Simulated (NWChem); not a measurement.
# CH6BFSSi (SMILES BSC(F)[SiH3]): levels of theory compared

Wanted: a comparison of 3 runs (HF/STO-3G, HF/3-21G, B3LYP/6-31G*) of CH6BFSSi. 

Program for the calculation: NWChem 7.3.0.

**1. The system as given**

CH6BFSSi: 11 atoms, total charge 0, spin state singlet. SMILES: `BSC(F)[SiH3]`. Geometry: relaxed at PBE0-D4/def2-TZVP. This is one conformer, not always the lowest.

Bond lengths: B1–S2 1.760 Å, S2–C3 1.814 Å, C3–F4 1.386 Å, C3–Si5 1.906 Å, B1–H6 1.192 Å, B1–H7 1.193 Å, C3–H8 1.093 Å, Si5–H9 1.484 Å, Si5–H10 1.484 Å, Si5–H11 1.483 Å. Some angles: B1–S2–C3 104.4°, S2–C3–F4 109.6°, S2–C3–Si5 110.5°, F4–C3–Si5 109.5°, S2–B1–H6 116.2°, S2–B1–H7 120.6°, S2–C3–H8 107.2°, F4–C3–H8 107.9°, Si5–C3–H8 112.0°, C3–Si5–H9 107.9°.

**2. Energy and gradient at HF/STO-3G (run 1)**

File run.py:

```python
from ase import Atoms
from ase.calculators.nwchem import NWChem

atoms = Atoms(['B', 'S', 'C', 'F', 'Si', 'H', 'H', 'H', 'H', 'H', 'H'], positions=[
    [-1.729600, 1.688800, 0.458200],
    [-0.919900, 0.252200, 1.072500],
    [0.614600, 0.153300, 0.110000],
    [1.679800, 0.581500, 0.886000],
    [0.926800, -1.636100, -0.467300],
    [-2.787300, 1.945300, 0.943400],
    [-1.233300, 2.343600, -0.406300],
    [0.513700, 0.842800, -0.732200],
    [-0.151000, -2.001800, -1.419600],
    [2.249300, -1.695200, -1.138100],
    [0.902200, -2.531400, 0.714200],
])

calc = NWChem(
    label='ch6bfssi',
    theory='scf',
    memory='2200 mb',
    basis='STO-3G',
    basispar='spherical bse',
    scf={'nopen': '0', 'rhf': None, 'thresh': '1e-08', 'maxiter': '80'},
)
atoms.calc = calc

forces = atoms.get_forces()
print(f"energy = {atoms.get_potential_energy():.6f} eV")
print("forces (eV/A):")
for s, f in zip(atoms.symbols, forces):
    print(f"{s:2s} {f[0]:10.5f} {f[1]:10.5f} {f[2]:10.5f}")
print("dipole (e A):", atoms.get_dipole_moment().round(4))
```

Run with:

```
$ export ASE_NWCHEM_COMMAND="nwchem PREFIX.nwi > PREFIX.nwo"
$ python run.py
```

Log:

```text
energy = -22914.840719 eV
forces (eV/A):
B     0.06037   -0.04628    0.05734
S    -0.90148    0.63028    0.05867
C     0.06325   -0.41642   -0.15334
F     0.35209    0.30030    0.25870
Si    0.17360   -1.10727   -0.62097
H     1.00211   -0.05368   -0.60220
H    -0.66139   -0.51119    0.83844
H     0.12434   -0.08341   -0.29100
H     1.24030    0.33414    1.06665
H    -1.49103   -0.00854    0.73616
H     0.03785    0.96206   -1.34844
dipole (e A): [ 0.0285 -0.1753 -0.2592]
```

The calculator wrote ch6bfssi.nwi:

```
title "ch6bfssi"

permanent_dir ch6bfssi

scratch_dir ch6bfssi

start ch6bfssi

geometry units angstrom nocenter noautosym noautoz
  B  -1.7296000000000000e+00 1.6888000000000001e+00 4.5820000000000000e-01
  S  -9.1990000000000005e-01 2.5219999999999998e-01 1.0725000000000000e+00
  C  6.1460000000000004e-01 1.5329999999999999e-01 1.1000000000000000e-01
  F  1.6798000000000000e+00 5.8150000000000002e-01 8.8600000000000001e-01
  Si 9.2679999999999996e-01 -1.6361000000000001e+00 -4.6729999999999999e-01
  H  -2.7873000000000001e+00 1.9453000000000000e+00 9.4340000000000002e-01
  H  -1.2333000000000001e+00 2.3435999999999999e+00 -4.0629999999999999e-01
  H  5.1370000000000005e-01 8.4279999999999999e-01 -7.3219999999999996e-01
  H  -1.5100000000000000e-01 -2.0017999999999998e+00 -1.4196000000000000e+00
  H  2.2492999999999999e+00 -1.6952000000000000e+00 -1.1380999999999999e+00
  H  9.0220000000000000e-01 -2.5314000000000001e+00 7.1419999999999995e-01
end

memory 2200 mb

basis spherical bse noprint
   * library STO-3G
end

scf
  nopen 0
  rhf
  thresh 1e-08
  maxiter 80
end

task scf gradient
```

ch6bfssi.nwo:

```text
Northwest Computational Chemistry Package (NWChem) 7.3.0
             --------------------------------------------------------

           Job information
           ---------------

    nwchem branch   = 7.3.0
    use scalapack   = T
    input           = ch6bfssi.nwi
    prefix          = ch6bfssi.
    data base       = ch6bfssi/ch6bfssi.db
    status          = startup
    nproc           =        1

           Memory information
           ------------------

[... 5 lines left out ...]
    hardfail = no
[... 143 lines left out ...]
         Quadratically convergent ROHF
[... 14 lines left out ...]
       Final RHF  results
[... 4 lines left out ...]
      Two-electron energy =    600.642343636479
[... 47 lines left out ...]
                       ROHF Final Molecular Orbital Analysis
[... 244 lines left out ...]
                 ----------------------------------------
                 |  Time  |  1-e(secs)   |  2-e(secs)   |
                 ----------------------------------------
                 |  CPU   |       0.00   |       1.43   |
                 ----------------------------------------
                 |  WALL  |       0.00   |       1.43   |
                 ----------------------------------------

 Task  times  cpu:        4.7s     wall:        4.7s
 Total times  cpu:        4.8s     wall:        4.8s
```

It took 6 s on 1 thread of Intel Xeon Platinum 8375C at 2.90GHz (Ice Lake), shared host; peak memory 0.1 GiB.

**3. Energy and forces at HF/3-21G (run 2)**

File mol.nw:

```
start mol
title "CH6BFSSi hf"
memory total 2200 mb
geometry noautosym nocenter noautoz
  B       -1.729600       1.688800       0.458200
  S       -0.919900       0.252200       1.072500
  C        0.614600       0.153300       0.110000
  F        1.679800       0.581500       0.886000
  Si       0.926800      -1.636100      -0.467300
  H       -2.787300       1.945300       0.943400
  H       -1.233300       2.343600      -0.406300
  H        0.513700       0.842800      -0.732200
  H       -0.151000      -2.001800      -1.419600
  H        2.249300      -1.695200      -1.138100
  H        0.902200      -2.531400       0.714200
end
basis "ao basis" spherical bse
  * library 3-21G
end
scf
  singlet
  rhf
  thresh 1e-08
  maxiter 80
end
task scf gradient
```

Run with:

```
$ nwchem mol.nw > mol.out
```

Log:

```text
[...]
  functions       =    65
[...]
  wavefunction    = RHF
[...]
         Total SCF energy =   -847.510200319297
      One-electron energy =  -1717.401753663563
      Two-electron energy =    596.101747010154
 Nuclear repulsion energy =    273.789806334111
        Time for solution =      4.1s
[...]
                         RHF ENERGY GRADIENTS
    atom               coordinates                        gradient
                 x          y          z           x          y          z
   1 B      -3.268470   3.191369   0.865872    0.017168  -0.021864   0.005374
   2 S      -1.738359   0.476589   2.026731    0.013083   0.012659  -0.022852
   3 C       1.161426   0.289695   0.207870   -0.003356  -0.005723   0.033796
   4 F       3.174362   1.098876   1.674297   -0.016771  -0.003204  -0.012920
   5 Si      1.751398  -3.091781  -0.883069   -0.006184   0.009468   0.002582
   6 H      -5.267233   3.676084   1.782767   -0.004856  -0.000491   0.003629
   7 H      -2.330599   4.428762  -0.767796    0.003020   0.002440  -0.003875
   8 H       0.970752   1.592661  -1.383657   -0.002199   0.006548  -0.006270
   9 H      -0.285349  -3.782853  -2.682655    0.000195   0.000418   0.000163
  10 H       4.250561  -3.203463  -2.150697    0.000250   0.000381  -0.000290
  11 H       1.704911  -4.783652   1.349642   -0.000350  -0.000632   0.000663
[...]
```

Run time: 6.9 s. Hardware: 1 thread of Intel Xeon Platinum 8375C at 2.90GHz (Ice Lake), shared host; peak memory 0.1 GiB.

**4. Energy and forces at B3LYP/6-31G(d) (Cartesian functions) (run 3)**

File run.py:

```python
from ase import Atoms
from ase.calculators.nwchem import NWChem

molecule = Atoms(['B', 'S', 'C', 'F', 'Si', 'H', 'H', 'H', 'H', 'H', 'H'], positions=[
    [-1.729600, 1.688800, 0.458200],
    [-0.919900, 0.252200, 1.072500],
    [0.614600, 0.153300, 0.110000],
    [1.679800, 0.581500, 0.886000],
    [0.926800, -1.636100, -0.467300],
    [-2.787300, 1.945300, 0.943400],
    [-1.233300, 2.343600, -0.406300],
    [0.513700, 0.842800, -0.732200],
    [-0.151000, -2.001800, -1.419600],
    [2.249300, -1.695200, -1.138100],
    [0.902200, -2.531400, 0.714200],
])

calc = NWChem(
    label='ch6bfssi',
    theory='dft',
    memory='2200 mb',
    basis='6-31G*',
    dft={'xc': 'b3lyp', 'mult': '1', 'grid': 'fine', 'convergence': 'energy 1e-08', 'iterations': '100', 'mulliken': None},
)
molecule.calc = calc

forces = molecule.get_forces()
print("Total energy (eV):", round(molecule.get_potential_energy(), 6))
print("forces (eV/A):")
for s, f in zip(molecule.symbols, forces):
    print(f"{s:2s} {f[0]:10.5f} {f[1]:10.5f} {f[2]:10.5f}")
print("dipole (e A):", molecule.get_dipole_moment().round(4))
```

Run with:

```
$ export ASE_NWCHEM_COMMAND="nwchem PREFIX.nwi > PREFIX.nwo"
$ python run.py
```

Log:

```text
Total energy (eV): -23240.710642
forces (eV/A):
B    -0.25063    0.30920   -0.10614
S    -0.30354   -0.25012    0.47771
C     0.13750   -0.00190   -0.41328
F     0.32350    0.05399    0.23315
Si    0.05996   -0.11277   -0.04628
H     0.01275    0.03476   -0.02612
H    -0.03049    0.01872    0.00812
H     0.01836    0.03975   -0.08917
H    -0.00453   -0.04736   -0.02936
H     0.01702   -0.02859   -0.00519
H     0.02011   -0.01568   -0.00345
dipole (e A): [-0.0252 -0.088  -0.3085]
```

The calculator wrote ch6bfssi.nwi:

```
title "ch6bfssi"

permanent_dir ch6bfssi

scratch_dir ch6bfssi

start ch6bfssi

geometry units angstrom nocenter noautosym noautoz
  B  -1.7296000000000000e+00 1.6888000000000001e+00 4.5820000000000000e-01
  S  -9.1990000000000005e-01 2.5219999999999998e-01 1.0725000000000000e+00
  C  6.1460000000000004e-01 1.5329999999999999e-01 1.1000000000000000e-01
  F  1.6798000000000000e+00 5.8150000000000002e-01 8.8600000000000001e-01
  Si 9.2679999999999996e-01 -1.6361000000000001e+00 -4.6729999999999999e-01
  H  -2.7873000000000001e+00 1.9453000000000000e+00 9.4340000000000002e-01
  H  -1.2333000000000001e+00 2.3435999999999999e+00 -4.0629999999999999e-01
  H  5.1370000000000005e-01 8.4279999999999999e-01 -7.3219999999999996e-01
  H  -1.5100000000000000e-01 -2.0017999999999998e+00 -1.4196000000000000e+00
  H  2.2492999999999999e+00 -1.6952000000000000e+00 -1.1380999999999999e+00
  H  9.0220000000000000e-01 -2.5314000000000001e+00 7.1419999999999995e-01
end

memory 2200 mb

basis noprint
   * library 6-31G*
end

dft
  xc b3lyp
  mult 1
  grid fine
  convergence energy 1e-08
  iterations 100
  mulliken
end

task dft gradient
```

ch6bfssi.nwo:

```text
Northwest Computational Chemistry Package (NWChem) 7.3.0
             --------------------------------------------------------

           Job information
           ---------------

    nwchem branch   = 7.3.0
    use scalapack   = T
    input           = ch6bfssi.nwi
    prefix          = ch6bfssi.
    data base       = ch6bfssi/ch6bfssi.db
    status          = startup
    nproc           =        1

           Memory information
           ------------------

[... 5 lines left out ...]
    hardfail = no
[... 114 lines left out ...]
  convergence criterion.
[... 45 lines left out ...]
          Spatial weights used:  Erf1
[... 32 lines left out ...]
 1-e energy   =   -1720.727579
[... 43 lines left out ...]
           Coulomb energy =      664.469531014971
[... 732 lines left out ...]
          Convergence on density requested:  1.00D-05
[... 31 lines left out ...]
          total energy or number of iterations.
[... 36 lines left out ...]
                 ----------------------------------------
                 |  Time  |  1-e(secs)   |  2-e(secs)   |
                 ----------------------------------------
                 |  CPU   |       0.01   |      11.98   |
                 ----------------------------------------
                 |  WALL  |       0.01   |      11.98   |
                 ----------------------------------------

 Task  times  cpu:       40.6s     wall:       40.6s
 Total times  cpu:       40.6s     wall:       40.6s
```

Run time: 42 s. Hardware: 1 thread of Intel Xeon Platinum 8375C at 2.90GHz (Ice Lake), shared host; peak memory 0.13 GiB.

**5. The series**

```csv
run,level,Cartesian functions,iteration cap,energy (Eh),dipole moment (D),HOMO energy (eV),LUMO energy (eV),wall time
1,HF/STO-3G,no,80,-842.104871,1.51,-7.98,7.17,6 s
2,HF/3-21G,no,80,-847.510200,2.40,-11.06,2.20,6.9 s
3,B3LYP/6-31G* (Cartesian functions),yes,100,-854.080370,1.55,-7.92,-1.32,42 s
```

**6. What came out**

```
                       quantity          value
            run 3: total energy  -854.08037 Eh
           run 3: dipole moment         1.55 D
             run 3: HOMO energy       -7.92 eV
             run 3: LUMO energy       -1.32 eV
           run 3: HOMO–LUMO gap        6.59 eV
run 3: largest force on an atom     0.619 eV/Å
```

**Reading.** The dipole moment (its size) runs from 1.51 D (HF/STO-3G) to 2.40 D (HF/3-21G). The HOMO–LUMO gap runs from 6.59 eV (B3LYP/6-31G*) to 15.15 eV (HF/STO-3G). The two ends differ in method and basis. In run 1 the basis is minimal, so the values are rough. All runs together took 55 s, the longest 42 s.
